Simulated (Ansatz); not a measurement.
# C₂H₂F₆OTi: one species, many methods

One table from this session's results is given with a row withheld; the runs are named, their logs left out.

Method: functionals in def2-TZVPP, the program's frozen cores in correlated methods; program: Ansatz 0.2.0, Gaussian basis.

The runs, in order: LDA (SPW92), PBE-D4, revPBE-D4, BLYP-D4, r2SCAN-D4, B97M-V, PBE0-D4, B3LYP-D4, r2SCANh-D4, r2SCAN0-D4, HSE06-D4, BHLYP-D4, CAM-B3LYP-D4, LC-ωPBE, ωB97X-V, ωB97M-V, B2PLYP, PBE-QIDH; CCSD(T)/def2-SVP; CCSD(T)/def2-TZVPP; MP2/def2-QZVPP; extrapolation to the limit; RPA on PBE.

### The geometry

The geometry comes from an earlier relaxation with PBE0-D4 in a triple-zeta def2 set; it is a stationary point, not always the lowest conformer.

SMILES `FC(F)(F)C[O][Ti]([F])([F])[F]`, 12 atoms, charge 0, spin multiplicity 1.

Atoms are counted from 1 here; the program's logs count them from 0.

Bond lengths: F1–C2 1.336 Å, C2–F3 1.333 Å, C2–F4 1.335 Å, C2–C5 1.517 Å, C5–O6 1.382 Å, C5–H11 1.094 Å, C5–H12 1.094 Å, O6–Ti7 1.759 Å, Ti7–F8 1.747 Å, Ti7–F9 1.750 Å, Ti7–F10 1.751 Å. Angles: F1–C2–F3 107.6°, F1–C2–F4 108.2°, F1–C2–C5 111.2°, F3–C2–F4 108.2°, F3–C2–C5 111.8°, F4–C2–C5 109.7°, C2–C5–O6 110.8°, C2–C5–H11 107.9°, C2–C5–H12 108.0°, O6–C5–H11 110.7°, O6–C5–H12 110.2°, H11–C5–H12 109.1°, C5–O6–Ti7 158.6°, O6–Ti7–F8 110.2°, O6–Ti7–F9 109.1°, O6–Ti7–F10 108.9°, F8–Ti7–F9 109.2°, F8–Ti7–F10 109.9° and more.

Set-up of the first run:

Contents of in.yaml:

```yaml
crystal:
  periodic: [false, false, false]
  atoms:
    - {symbol: F, position_ang: [0.997741, 1.293017, -1.104885]}
    - {symbol: C, position_ang: [-0.166553, 0.758192, -1.484274]}
    - {symbol: F, position_ang: [0.103862, -0.354215, -2.166512]}
    - {symbol: F, position_ang: [-0.770864, 1.617129, -2.308330]}
    - {symbol: C, position_ang: [-1.060246, 0.482395, -0.289369]}
    - {symbol: O, position_ang: [-0.438015, -0.369713, 0.603302]}
    - {symbol: Ti, position_ang: [0.854668, -1.069216, 1.569015]}
    - {symbol: F, position_ang: [2.149294, -1.621039, 0.533900]}
    - {symbol: F, position_ang: [1.473095, 0.147688, 2.663594]}
    - {symbol: F, position_ang: [0.211769, -2.413326, 2.488014]}
    - {symbol: H, position_ang: [-1.290214, 1.440661, 0.186291]}
    - {symbol: H, position_ang: [-1.987537, 0.033327, -0.656845]}
basis:
  gaussian: {orbitals: def2-TZVPP}
hamiltonian: {xc: lda}
output: {orbitals: {seedname: orbitals}}
```

Started as:

```sh
$ ansatz run in.yaml --threads 4 --pin off --events-out ev --progress --plain --max-ram 66560MiB --backend cuda --devices 0, --max-vram 37GiB
```

Steps of the session up to this table: LDA; PBE-D4 (GGA); revPBE-D4 (GGA); BLYP-D4 (GGA); r2SCAN-D4 (meta-GGA); B97M-V (meta-GGA); PBE0-D4 (hybrid); B3LYP-D4 (hybrid); r2SCANh-D4 (hybrid); r2SCAN0-D4 (hybrid); HSE06-D4 (hybrid); BHLYP-D4 (hybrid); CAM-B3LYP-D4 (range-separated); LC-ωPBE (range-separated); ωB97X-V (range-separated); ωB97M-V (range-separated); B2PLYP (double hybrid); PBE-QIDH (double hybrid).

One table of the session follows, with a row left open; its other results are not shown here.

It belongs to the step «Orbital energies across the functionals». 

| functional | HOMO (eV) | LUMO (eV) | gap (eV) |
| --- | --- | --- | --- |
| LDA (SPW92) | -8.56 | -3.80 | 4.76 |
| PBE-D4 | ? | ? | ? |
| revPBE-D4 | -8.22 | -3.39 | 4.84 |
| BLYP-D4 | -8.27 | -3.45 | 4.82 |
| r2SCAN-D4 | -8.71 | -3.49 | 5.22 |
| B97M-V | -8.82 | -3.51 | 5.31 |
| PBE0-D4 | -10.00 | -2.61 | 7.39 |
| B3LYP-D4 | -9.78 | -2.93 | 6.85 |
| r2SCANh-D4 | -9.33 | -3.14 | 6.19 |
| r2SCAN0-D4 | -10.27 | -2.59 | 7.69 |
| HSE06-D4 | -9.59 | -2.99 | 6.60 |
| BHLYP-D4 | -11.65 | -1.54 | 10.10 |
| CAM-B3LYP-D4 | -11.51 | -1.51 | 10.00 |
| LC-ωPBE | -12.78 | -0.24 | 12.53 |
| ωB97X-V | -12.45 | -0.27 | 12.18 |
| ωB97M-V | -12.38 | -0.28 | 12.10 |

**Question.** Estimate the row for PBE-D4.

**Answer.** HOMO (eV): -8.32; LUMO (eV): -3.50; gap (eV): 4.83. In the column «HOMO (eV)» it lies between LDA (SPW92) (-8.56) and BLYP-D4 (-8.27).
